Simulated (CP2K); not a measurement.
Runs of CP2K 2026.2 on BiTe. It takes space group Fm-3m (No. 225, cubic). Conventional cell: a = 6.470 Å, b = 6.470 Å, c = 6.470 Å, α = 90.00°, β = 90.00°, γ = 90.00°. Bi (site symmetry m-3m) is surrounded by 6 Te at 3.24 Å. Te (site symmetry m-3m) has 6 Bi at 3.24 Å as nearest neighbours. 

```csv
task,level,potentials or basis,smearing,EPS_DEFAULT,NGRIDS,CUTOFF of the grids,points a segment of the path (NPOINTS),bands added on the path,gap on the mesh (eV),pressure (GPa),V0 of scaled cells (Å³/atom),B0 (GPa)
single point,PBEsol,"POTENTIAL_UZH Bi GTH-PBE-q5, Te GTH-PBE-q6; TZVP-MOLOPT-PBE-GTH basis",fermi-dirac 0.05 eV,1.0E-10,4,450 Ry,-,-,none,(b),-,-
band structure,LDA,"GTH_POTENTIALS Bi GTH-PADE-q5, Te GTH-PADE-q6; TZVP-MOLOPT-PBE-GTH basis",fermi-dirac 0.0259 eV,1.0E-9,4,450 Ry,10,6,none,(d),-,-
band structure,r2SCAN,"POTENTIAL_UZH Bi GTH-SCAN-q5, Te GTH-SCAN-q6; TZVP-MOLOPT-SCAN-GTH basis",fermi-dirac 0.01 eV,1.0E-9,4,675 Ry,10,4,none,-0.6,-,-
equation of state,PBEsol,"POTENTIAL_UZH Bi GTH-PBE-q5, Te GTH-PBE-q6; TZVP-MOLOPT-PBE-GTH basis",fermi-dirac 0.05 eV,1.0E-10,5,450 Ry,-,-,-,-,34.05,51
equation of state,r2SCAN,"POTENTIAL_UZH Bi GTH-SCAN-q5, Te GTH-SCAN-q6; TZVP-MOLOPT-SCAN-GTH basis",fermi-dirac 0.01 eV,1.0E-9,5,675 Ry,-,-,-,-,33.43,52
band structure,PBE,"POTENTIAL_UZH Bi GTH-PBE-q5, Te GTH-PBE-q6; TZVP-MOLOPT-PBE-GTH basis",fermi-dirac 0.0259 eV,1.0E-10,5,450 Ry,6,4,none,(a),-,-
single point,RPBE,"POTENTIAL_UZH Bi GTH-PBE-q5, Te GTH-PBE-q6; TZVP-MOLOPT-PBE-GTH basis",gaussian 0.1 eV,1.0E-10,5,450 Ry,-,-,none,2.0,-,-
equation of state,PBE,"POTENTIAL_UZH Bi GTH-PBE-q5, Te GTH-PBE-q6; TZVP-MOLOPT-PBE-GTH basis",fermi-dirac 0.05 eV,1.0E-10,5,450 Ry,-,-,-,-,34.88,(c)
```

Alike in all rows: no spin polarisation; cell as given; k mesh 7 × 7 × 7.

Problem. Estimate the missing entries.

Solution. (a) 1.5; (b) 0.3; (c) 46; (d) -2.3.

Caveats: spin-orbit coupling is left out, which moves the levels of the heavy elements; the basis of atomic orbitals isn't converged, which shifts pressures, moduli and gaps; the potentials were made for another functional, which shifts forces and pressure (some runs).

A k mesh can miss the band edges, and the runs leave out spin-orbit coupling on Bi, Te.

A gap of «none» marks a metal or a gap under the smearing width.

Not every run made on this cell is shown here.
